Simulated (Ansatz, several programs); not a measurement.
Ga₃Bi₂P as one 6-atom ordering (I-4m2) on the zincblende lattice, relaxed with PBE in Ansatz (plane waves, PAW): the symmetry is I-4m2 (No. 119, tetragonal); conventional cell a = 4.320 Å, c = 18.546 Å, 28.84 Å³ an atom. P has 4 Ga at 2.51 Å; Ga has 2 P at 2.51 Å and 2 Bi at 2.74 Å; Bi has 4 Ga at 2.73–2.74 Å; Ga has 4 Bi at 2.73 Å. The cell was then scaled with its shape and fractional coordinates held, which makes it stiffer than a relaxed compression. Computed, not measured; no magnetism was allowed, and whether the structure is a known phase isn't checked.

```
V (Å³/atom)  E (meV/atom)
     27.107         16.32
     28.837          0.00
     29.702          3.32
     30.567         12.70
```

Task: Pass a cubic E = c₀ + c₁u + c₂u² + c₃u³, with u = V − 29.053 Å³, through these points.

Result: c₀ = 0.20, c₁ = +1.926, c₂ = 4.649, c₃ = -0.3077 (meV and Å³).

Task: Where is the minimum, and what bulk modulus follows?

Result: dE/du = 0 at u = -0.203, so V₀ = 28.85 Å³. B = V₀ d²E/dV² = 28.85 × (2c₂ + 6c₃u) = 28.85 × 9.672 = 279 meV/Å³, and 1 meV/Å³ is 0.16022 GPa: 45 GPa. A third-order Birch-Murnaghan fit to all five points gives 28.85 Å³ and 44 GPa.

Task: Predict the energy and the pressure at the withheld volume, 27.972 Å³.

Result: With u = -1.081: E ≈ 3.94 meV and P = −dE/dV ≈ +1.47 GPa. The run gives 3.88 meV and, from its stress, +1.47 GPa.
